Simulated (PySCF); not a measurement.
# ReCl₂: sextet, from a bent start

The task is one start of a wider search on ReCl₂: the sextet, from a bent start. It is relaxed, tested by its Hessian and followed downhill if it is a saddle.

Program: PySCF 2.14.0. Level of theory: PBE0, basis Re def2-SVP with ECP60, Cl def2-SVP, scalar-relativistic core potentials, no spin–orbit coupling, density fitting. These are calculated values, not measurements.

## Step 1: The system as given

3 atoms, charge 0, spin multiplicity 6.

Bond lengths: Re1–Cl2 2.300 Å, Re1–Cl3 2.300 Å. Angles: Cl2–Re1–Cl3 110.0°.

Z-matrix (Å, degrees; charge 0 multiplicity 6):
```
Re
Cl 1 2.2999
Cl 1 2.2999 2 110.00
```

## Step 2: Relaxation: bent start, sextet

One driver script runs all steps and calls PySCF; scf.py shows how it sets up the SCF of each step. The optimiser is the driver's own. Before each start the driver seeks the lowest SCF state from one or more starting densities and follows internal instabilities, so scf.py alone need not reach the same state.

The program finds C2v symmetry in the start, which this walk keeps. The walk stops when the largest gradient is under 0.0003 Eh/bohr and the energy has settled too.

Contents of scf.py:

```python
from pyscf import gto, scf, dft
mol = gto.M(atom='''
Re     0.000000     0.000000    -0.359144
Cl     1.884000    -0.000000     0.960056
Cl    -1.884000     0.000000     0.960056''',
    basis={'Re': 'def2-SVP', 'Cl': 'def2-SVP'},
    ecp={'Re': 'def2-SVP'},
    charge=0, spin=5)
mf = dft.UKS(mol, xc='PBE0')
mf.grids.atom_grid = (50, 194)
aux = {'Re': 'def2-universal-JKFIT', 'Cl': 'def2-universal-JKFIT'}
mf = mf.density_fit(auxbasis=aux)
mf.kernel()
```

The runs that follow: Is it a minimum? Harmonic modes.

Q: Predict the outcome of this session. Wanted: minimum; geometry; wavenumbers; dipole moment; highest occupied, lowest empty level; polar-tensor charge of Re1; zero-point energy; atomisation energy; ⟨S²⟩.

The runs gave:

| quantity | value |
| --- | --- |
| minimum | sextet, D∞h |
| geometry | Re–Cl 2.309 Å (×2); Cl–Re–Cl 180.0° |
| wavenumbers (cm⁻¹) | 57 (πu), 369 (σg+), 383 (σu+) |
| dipole moment | 0.00 D |
| highest occupied, lowest empty level (either spin) | -7.23, -3.71 eV |
| polar-tensor charge of Re1 | +1.18 e |
| zero-point energy | 5.2 kJ/mol |
| entropy at 298.15 K | 312.6 J/(mol K) |
| atomisation energy (no zero-point energy) | 750 kJ/mol |
| ⟨S²⟩ | 8.760 |

In words: The bent start (C2v) ends in a minimum of D∞h symmetry. The strongest infrared band lies at 383 cm⁻¹ (σu+, stretch). The dipole vanishes although Re1 carries +1.2 e by the polar tensor: the bond dipoles cancel. Most of the spin sits on Re1 (Mulliken spin 4.78, against 5 for the whole molecule). Only this shape and spin were tried, so other structures or states may lie lower. The soft modes, below some 90 cm⁻¹, carry numerical noise of tens of cm⁻¹, and the entropy with them. Open d and f shells are described by one determinant, and the ground state may have another occupation or spin. Spin–orbit coupling, left out here, can matter for elements this heavy.
